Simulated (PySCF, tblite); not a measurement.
# C2H3B2F3S: geometry, infrared bands and NMR shifts

What infrared bands and NMR shifts should C2H3B2F3S (`BBSC(F)=C(F)F`) show?

The runs use tblite 0.8.0 and PySCF 2.14.0, with density-fitted response routines of our own; the level of theory stands in each step. All values are computed, except where a source is named. Atoms count from 0, in the outputs and in this text.

### Step 1. Starting geometry

11 atoms, charge 0, multiplicity 1; geometry from: force field or distance geometry start.

Bonds of the start (Å): B0–B1 1.69, B1–S2 1.90, S2–C3 1.81, C3–F4 1.36, C3–C5 1.36, C5–F6 1.37, C5–F7 1.33, B0–H8 1.20, B0–H9 1.17, B1–H10 1.18.

### Step 2. Optimising the geometry with GFN2-xTB

What the job is given:

```
{"job": {"kind": "relax", "xc": "GFN2-xTB", "basis": "xTB"}, "charge": 0, "multiplicity": 1}
B      2.426200    -0.215000    -0.348200
B      1.456700     0.997000     0.312800
S     -0.130000     0.364100     1.140300
C     -1.237000    -0.000400    -0.249200
F     -0.831700     0.178400    -1.536500
C     -2.476900    -0.481100     0.023900
F     -2.742500    -0.615700     1.363100
F     -3.346400    -0.781100    -0.932800
H      1.867500    -1.188800    -0.770400
H      3.489700    -0.350200     0.114900
H      1.529700     2.095600    -0.103800
```

The run is started by

```
> OMP_NUM_THREADS=1 python probes_run.py task.json out
```

This one command runs all jobs of the session in turn.

**Question.** This job is followed by: GFN2-xTB harmonic vibrations, gas phase; GIAO PBE0/pcSseg-1 NMR shielding, non-relativistic, gas phase. Predict these results of the whole session: strongest single infrared mode (GFN2-xTB); zero-point energy (GFN2-xTB); ¹³C shifts against TMS (PBE0/pcSseg-1); ¹H shifts against TMS (PBE0/pcSseg-1, means over atoms taken as alike); ¹¹B shifts against BF3·OEt2 (PBE0/pcSseg-1); ³³S shifts against CS2 (PBE0/pcSseg-1); ¹⁹F shifts against CFCl3 (PBE0/pcSseg-1); surface potential, 1st and 99th percentile.

As calculated:

| quantity | value |
| --- | --- |
| strongest single infrared mode (GFN2-xTB) | 972 cm⁻¹, 212 km/mol |
| zero-point energy (GFN2-xTB) | 32.4 kcal/mol |
| ¹³C shifts against TMS (PBE0/pcSseg-1) | 167.5, 141.0 ppm |
| ¹H shifts against TMS (PBE0/pcSseg-1, means over atoms taken as alike) | 9.12, 8.27 ppm |
| ¹¹B shifts against BF3·OEt2 (PBE0/pcSseg-1) | 91.8, 71.4 ppm |
| ³³S shifts against CS2 (PBE0/pcSseg-1) | 154 ppm |
| ¹⁹F shifts against CFCl3 (PBE0/pcSseg-1) | -94.5, -114.4, -177.7 ppm |
| surface potential, 1st and 99th percentile | -0.24 V and 1.26 V |

What this shows: Over 103 steps the energy fell by 1.415 eV; of the close pairs, B1–S2 changed most, 1.898 to 1.778 Å. All 27 modes are real, so the xTB geometry is a minimum. The strongest single mode, at 972 cm⁻¹, moves mainly C3. Unscaled tight-binding wavenumbers are off by several per cent, some by more. Its intensities can rank the bands wrongly. At PBE0/pcSseg-1: The largest span, 287 ppm, is at S2, where the paramagnetic term is -707 ppm. By nearest atom (PBE0/pcSseg-1), the HOMO sits on S2 27 %; C3, C5 about 22 % each and the LUMO on B0 49 %; H8, H9 about 13 % each.
